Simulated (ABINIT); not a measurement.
The system is MgC2.

```
Mg C
1.0
     3.95078    0.00000    0.00000
     0.00000    3.95078    0.00000
     0.00000    0.00000    4.98709
Mg C
2 4
Direct
  0.00000 0.00000 0.50000
  0.50000 0.50000 0.00000
  0.38766 0.61235 0.50000
  0.11235 0.11235 0.00000
  0.61235 0.38766 0.50000
  0.88765 0.88765 0.00000
```

The cell comes from a database or a generator and needn't be the stable form of this composition.

- Program: ABINIT 10.8.3 (patched build)
- Task: single point
- Functional: PBE
- Potentials or basis: JTH PAW PBE v2.0
- Cutoff: 517 eV
- k mesh: 7 × 7 × 6
- Occupations: fermi-dirac, width 0.05 eV
- Spin: no spin polarisation

On this cell: pressure -0.5 GPa; largest force 0.033 eV/Å; band gap on the k mesh 2.59 eV, indirect (least direct gap 2.97 eV).

The same run follows on a disturbed copy (atoms moved at random, drawn with an rms of 0.05 Å):

```xyz
6
Lattice="3.9508 0.0000 0.0000 0.0000 3.9508 0.0000 0.0000 0.0000 4.9871" Properties=species:S:1:pos:R:3 pbc="T T T"
Mg   -0.0351   -0.0172    2.4556
Mg    1.9887    2.0150   -0.0258
C     1.5314    2.3969    2.5370
C     0.4649    0.4779    0.0000
C     2.4220    1.5238    2.4796
C     3.4651    3.4904    0.0228
```

Task: What changes?

Result: The energy moves by +42.4 meV/atom; pressure -3.5 GPa; largest force 5.531 eV/Å; band gap on the k mesh 2.27 eV, indirect (least direct gap 2.42 eV).

Forces in eV/Å, atoms in the order of the input:
```
Mg   0.193 -0.183  0.099
Mg  -0.412 -0.412  0.046
C   -0.468  0.555 -0.168
C   -3.573 -3.522  0.110
C    0.303 -0.298  0.070
C    3.958  3.860 -0.157
```

Stress tensor (GPa, compression positive):
```
-5.41 -6.14 -0.34
-6.14 -5.38  0.50
-0.34  0.50  0.29
```

Caveats: the atomic spheres overlap; an odd mesh through Γ misses points on the zone boundary, where band edges often lie.
